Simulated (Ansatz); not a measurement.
# GaCu3 (Pm-3m) in Ansatz: convergence with ecutrho ratio

Aim: find how far ecutrho ratio must go before the results for GaCu3 settle, at r2SCAN. This setting moves, with any that are tied to it; all else stays.

Program: Ansatz 0.2.0. These are calculated values, not measurements. Logs are shortened: lines on timing, memory, paths and dates and some standing lists are left out, and cuts for length are marked.

### 1 The crystal as given

It takes space group Pm-3m (No. 221, cubic). Conventional cell: a = 3.645 Å, b = 3.645 Å, c = 3.645 Å, α = 90.00°, β = 90.00°, γ = 90.00°. Ga (site symmetry m-3m) has 12 Cu at 2.58 Å as nearest neighbours. Cu (site symmetry 4/mmm) is surrounded by 4 Ga at 2.58 Å and 8 Cu at 2.58 Å.

The cell comes from a database or a generator and needn't be the stable form of this composition.

### 2 With ecutrho ratio 4

input.yaml

```yaml
crystal:
  lattice:
    - [3.64539486, 0.0, 0.0]
    - [0.0, 3.64539486, 0.0]
    - [0.0, 0.0, 3.64539486]
  atoms:
    - { symbol: Ga, position: [0.0, 0.0, 0.0] }
    - { symbol: Cu, position: [0.0, 0.5, 0.5] }
    - { symbol: Cu, position: [0.5, 0.5, 0.0] }
    - { symbol: Cu, position: [0.5, 0.0, 0.5] }
hamiltonian:
  xc: r2scan
  pseudopotentials: { kind: nc_fr, accuracy: standard }
magnetization:
  noncollinear: true
  spin_orbit: true
kpoints:
  mp_grid: { grid: [6, 6, 6] }
scf:
  occupations: { method: fermi_dirac, width: 0.1 }
output:
  forces: true
  stress: true
  eigenvalues: true
basis:
  ecutrho_ratio: 4
```

Potentials or basis: PseudoDojo standard (PBE files).

Command:

```sh
> ansatz run input.yaml --threads 2 --pin off --max-ram 5632MiB --backend cpu --events-out ev --progress --plain --runs-dir out
```

Log:

```text
Warning: hamiltonian.xc reads the kinetic-energy density τ on the library's norm-conserving files, and those of Ga, Cu were made for PBE. This build holds files of Ga, Cu that were made for r²SCAN, which a deck under this functional can read where it names no table (hamiltonian.pseudopotentials.accuracy or source), types no xc_functional and has no exact exchange, max_exx_coeff or level of output.embedding that keeps them out. To compare such runs, type hamiltonian.pseudopotentials: {kind: paw, frozen_core: stored} on both or, where PAW refuses one, {kind: nc, accuracy: standard}
Warning: RAYON_NUM_THREADS=2 ignored (pool sized by the plan → 2); use --threads N
Engine: ansatz 0.2.0, aarch64-unknown-linux-gnu
[... 73 lines left out ...]
  k-point 1: bands = ["-100.6485", "-100.6485", "-100.6379", "-100.6379", "-100.6372", "-100.6372", "-57.6882", "-57.6882", "-57.6860", "-57.6860", "-57.6530", "-57.6530", "-55.1192", "-55.1192", "-55.1185", "-55.1185", "-55.1076", "-55.1076", "-55.0753", "-55.0753", "-55.0260", "-55.0260", "-55.0230", "-55.0230", "1.8215", "1.8215", "1.8271", "1.8271", "2.2678", "2.2678", "2.2756", "2.2756", "2.2990", "2.2990", "5.8642", "5.8642", "11.7248", "11.7248", "12.4542", "12.4542", "12.8197", "12.8197", "12.8405", "12.8405", "12.8509", "12.8509", "12.8775", "12.8775", "14.0583", "14.0583", "14.1122", "14.1122", "14.2494", "14.2494", "14.7142", "14.7142", "14.8432", "14.8432", "14.9129", "14.9129", "14.9889", "14.9889", "15.0414", "15.0414", "15.3325", "15.3325", "15.4095", "15.4095", "17.5926", "17.5926", "17.6264", "17.6264", "21.6947", "21.6947", "22.8711", "22.8711", "24.7010", "24.7010", "26.7499", "26.7499", "26.7706", "26.7706", "26.8878", "26.8878"]
  k-point 2: bands = ["-100.6467", "-100.6467", "-100.6397", "-100.6397", "-100.6372", "-100.6372", "-57.6883", "-57.6883", "-57.6803", "-57.6803", "-57.6587", "-57.6587", "-55.1181", "-55.1181", "-55.1154", "-55.1154", "-55.1092", "-55.1092", "-55.0668", "-55.0668", "-55.0360", "-55.0360", "-55.0248", "-55.0248", "1.8264", "1.8264", "1.8416", "1.8416", "2.2737", "2.2737", "2.2981", "2.2981", "2.2992", "2.2992", "6.8258", "6.8258", "10.6924", "10.6924", "12.3503", "12.3503", "12.8514", "12.8514", "12.9031", "12.9031", "12.9664", "12.9664", "13.2249", "13.2249", "13.7903", "13.7903", "13.8876", "13.8876", "14.1021", "14.1021", "14.1247", "14.1247", "14.5197", "14.5197", "14.5970", "14.5970", "14.6161", "14.6161", "14.7042", "14.7042", "14.9099", "14.9099", "15.3368", "15.3368", "19.2752", "19.2752", "19.3104", "19.3104", "22.0874", "22.0874", "23.2123", "23.2123", "24.1376", "24.1376", "24.1623", "24.1623", "24.9718", "24.9718", "26.4251", "26.4251"]
  k-point 19: bands = ["-100.6412", "-100.6412", "-100.6412", "-100.6412", "-100.6412", "-100.6412", "-57.6770", "-57.6770", "-57.6770", "-57.6770", "-57.6750", "-57.6750", "-55.1418", "-55.1418", "-55.1005", "-55.1005", "-55.1005", "-55.1005", "-55.0748", "-55.0748", "-55.0268", "-55.0268", "-55.0268", "-55.0268", "1.8301", "1.8301", "1.8301", "1.8301", "2.2419", "2.2419", "2.3256", "2.3256", "2.3256", "2.3256", "9.7691", "9.7691", "12.2937", "12.2937", "12.2992", "12.2992", "12.2992", "12.2992", "13.6187", "13.6187", "13.6187", "13.6187", "13.7796", "13.7796", "13.9649", "13.9649", "14.0060", "14.0060", "14.0060", "14.0060", "14.3448", "14.3448", "14.3732", "14.3732", "14.3732", "14.3732", "14.4970", "14.4970", "14.4970", "14.4970", "15.1034", "15.1034", "15.1895", "15.1895", "15.1895", "15.1895", "15.7750", "15.7750", "17.4275", "17.4275", "19.6211", "19.6211", "19.6768", "19.6768", "19.6768", "19.6768", "35.4555", "35.4555", "35.7169", "35.7169"]
```

It took 71 s on 2 threads of Arm Neoverse V2, shared host; peak memory 1.3 GiB.

Results:

* Free energy: -17660.8315 eV
* Pressure: -1.0 GPa
* Band gap on the k mesh: none (metal or under the smearing width)

### 3 With ecutrho ratio 5

input.yaml, as its differences from that of step 2:

```diff
@@ -25,2 +25,2 @@
 basis:
-  ecutrho_ratio: 4
+  ecutrho_ratio: 5
```

Potentials or basis: PseudoDojo standard (PBE files).

Command:

```sh
> ansatz run input.yaml --threads 2 --pin off --max-ram 5632MiB --backend cpu --events-out ev --progress --plain --runs-dir out
```

Run time: 73 s. Hardware: 2 threads of Arm Neoverse V2, shared host; peak memory 1.4 GiB.

Results:

```yaml
Free_energy: -17660.8315 eV
Pressure: -1.0 GPa
Band_gap_on_the_k_mesh: none (metal or under the smearing width)
```

### 4 With ecutrho ratio 6

input.yaml, as its differences from that of step 3:

```diff
@@ -25,2 +25,2 @@
 basis:
-  ecutrho_ratio: 5
+  ecutrho_ratio: 6
```

Command:

```sh
> ansatz run input.yaml --threads 2 --pin off --max-ram 5632MiB --backend cpu --events-out ev --progress --plain --runs-dir out
```

Wall time 91 s (2 threads of Arm Neoverse V2, shared host); peak memory 1.6 GiB.

What came out:

```yaml
Free_energy: -17660.8315 eV
Pressure: -1.0 GPa
Band_gap_on_the_k_mesh: none (metal or under the smearing width)
```

### 5 With ecutrho ratio 8

input.yaml, as its differences from that of step 4:

```diff
@@ -25,2 +25,2 @@
 basis:
-  ecutrho_ratio: 6
+  ecutrho_ratio: 8
```

Command:

```sh
> ansatz run input.yaml --threads 2 --pin off --max-ram 5632MiB --backend cpu --events-out ev --progress --plain --runs-dir out
```

Wall time 1.7 min (2 threads of Arm Neoverse V2, shared host); peak memory 1.9 GiB.

Results (log left out):

```
Free energy            : -17660.8315 eV
Pressure               : -1.0 GPa
Band gap on the k mesh : none (metal or under the smearing width)
```

### 6 With ecutrho ratio 10

input.yaml, as its differences from that of step 5:

```diff
@@ -25,2 +25,2 @@
 basis:
-  ecutrho_ratio: 8
+  ecutrho_ratio: 10
```

Potentials or basis: PseudoDojo standard (PBE files).

Command:

```sh
> ansatz run input.yaml --threads 2 --pin off --max-ram 5632MiB --backend cpu --events-out ev --progress --plain --runs-dir out
```

Wall time 2.4 min (2 threads of Arm Neoverse V2, shared host); peak memory 2.5 GiB.

It converged, with:

```yaml
Free_energy: -17660.8315 eV
Pressure: -1.0 GPa
Band_gap_on_the_k_mesh: none (metal or under the smearing width)
```

### 7 With ecutrho ratio 12

input.yaml, as its differences from that of step 6:

```diff
@@ -25,2 +25,2 @@
 basis:
-  ecutrho_ratio: 10
+  ecutrho_ratio: 12
```

Command:

```sh
> ansatz run input.yaml --threads 2 --pin off --max-ram 5632MiB --backend cpu --events-out ev --progress --plain --runs-dir out
```

Wall time 2.9 min (2 threads of Arm Neoverse V2, shared host); peak memory 2.9 GiB.

It converged, with:

```yaml
Free_energy: -17660.8315 eV
Pressure: -1.0 GPa
Band_gap_on_the_k_mesh: none (metal or under the smearing width)
```

### 8 Summary

```
ecutrho ratio  energy less the tightest run, at zero smearing (meV/atom)  SCF cycles  CPU time (s)  peak memory (GiB)
            4                                                       0.00           9           140                1.3
            5                                                       0.00           9           150                1.4
            6                                                       0.00           9           180                1.6
            8                                                       0.00           9           200                1.9
           10                                                       0.00           9           280                2.5
           12                                                       0.00           9           340                2.9
```

Against the tightest run, the energy stays within 1 meV/atom from 4 on. The tightest run that finished is the yardstick and may itself not be fully converged.

Caveats: the meta-GGA runs on potentials made for a GGA; the potentials were made for another functional, which shifts forces and pressure.
